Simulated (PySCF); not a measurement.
**Solver options tried on SnC⁺ (quartet)**

The same problem is solved with other solver options, one edit a run.

Program: PySCF 2.14.0. Level of theory: method and basis as typed in the scripts. These are calculated values, not measurements.

3 further runs of the same task are left out: 2 for a known fault of the program, 1 that didn't finish.

**1. The starting structure**

SnC⁺ (quartet): 2 atoms, charge 1, spin multiplicity 4.

Bond lengths: Sn1–C2 1.944 Å.

**2. The base run**

Contents of input.py:

```python
from pyscf import gto, scf, mp

mol = gto.M(
    atom='Sn 0 0 0; C 0 0 1.944',
    basis='x2c-svpall',
    charge=1,
    spin=3,
    verbose=4,
)
mf = scf.UHF(mol)
mf = mf.sfx2c1e()
mf.kernel()
mp.MP2(mf, frozen=19).kernel()
mf.dip_moment()
print('orbital energies (hartree):', [e[max(0, n-3):n+3].round(4) for e, n in zip(mf.mo_energy, mol.nelec)])
```

The run is started by

```console
OMP_NUM_THREADS=1 python input.py
```

The log of this run is left out.

Base result: E(SCF) = -6210.672480 Eh, 13 cycles, E(MP2) − E(SCF) = -0.11625 Eh, ⟨S²⟩ = 3.755.

The bond length is a typed value, not an optimised one. The dipole of an ion depends on the origin. The quartet is typed in the script; nothing here shows that it is the ground state.

**3. Level shift 0.3 hartree**

Variant 1 changes level shift: none → 0.3 hartree.

Contents of input.py:

```python
from pyscf import gto, scf, mp

mol = gto.M(
    atom='Sn 0 0 0; C 0 0 1.944',
    basis='x2c-svpall',
    charge=1,
    spin=3,
    verbose=4,
)
mf = scf.UHF(mol)
mf = mf.sfx2c1e()
mf.level_shift = 0.3
mf.kernel()
mp.MP2(mf, frozen=19).kernel()
mf.dip_moment()
print('orbital energies (hartree):', [e[max(0, n-3):n+3].round(4) for e, n in zip(mf.mo_energy, mol.nelec)])
```

The run is started by

```console
OMP_NUM_THREADS=1 python input.py
```

**4. Convergence threshold 1e-16 hartree**

Variant 2 changes convergence threshold: default → 1e-16 hartree.

input.py: that of step 2 with these lines changed.

```diff
@@ -11,2 +11,3 @@
 mf = mf.sfx2c1e()
+mf.conv_tol = 1e-16
 mf.kernel()
```

**5. Initial guess mod_huckel**

Variant 3 changes initial guess: minao → mod_huckel.

input.py: that of step 2 with these lines changed.

```diff
@@ -11,2 +11,3 @@
 mf = mf.sfx2c1e()
+mf.init_guess = 'mod_huckel'
 mf.kernel()
```

**6. DIIS space 12**

Variant 4 changes DIIS space: default → 12.

input.py: that of step 2 with these lines changed.

```diff
@@ -11,2 +11,3 @@
 mf = mf.sfx2c1e()
+mf.diis_space = 12
 mf.kernel()
```

Before running it: what results should come out? Wanted: for each run, E(SCF); from base; gap, α spin; after the SCF.

The runs gave:

```csv
run,E(SCF) (hartree),from base (eV),cycles,"gap, α spin (eV)",after the SCF
base,-6210.672480,0,13,11.10,"MP2 correlation -3.163 eV, core frozen"
level shift 0.3 hartree,-6210.672480,0.0000,16,11.10,"MP2 correlation -3.163 eV, core frozen"
convergence threshold 1e-16 hartree,-6210.672480,0.0000,25,11.10,"MP2 correlation -3.163 eV, core frozen"
initial guess mod_huckel,-6210.672480,0.0000,14,11.10,"MP2 correlation -3.163 eV, core frozen"
DIIS space 12,-6210.672480,0.0000,14,11.10,"MP2 correlation -3.163 eV, core frozen"
```

Distance from each run's final energy (log10 hartree) by cycle:

```csv
run,cycle 1,cycle 2,cycle 3,cycle 5,cycle 8,cycle 12
base,-0.9,-1.3,-1.6,-2.2,-5.4,-9.5
level shift 0.3 hartree,-0.8,-1.3,-1.5,-1.9,-3.6,-6.7
convergence threshold 1e-16 hartree,-0.9,-1.3,-1.6,-2.2,-5.4,-9.5
initial guess mod_huckel,-0.6,-1.0,-1.7,-2.3,-5.9,-8.8
DIIS space 12,-0.9,-1.3,-1.6,-2.2,-5.4,-8.9
```

In words: With level shift 0.3 hartree or convergence threshold 1e-16 hartree or initial guess mod_huckel or DIIS space 12 the SCF ends at the base energy. The base needs 13 cycles and the run with level shift 0.3 hartree needs 16.
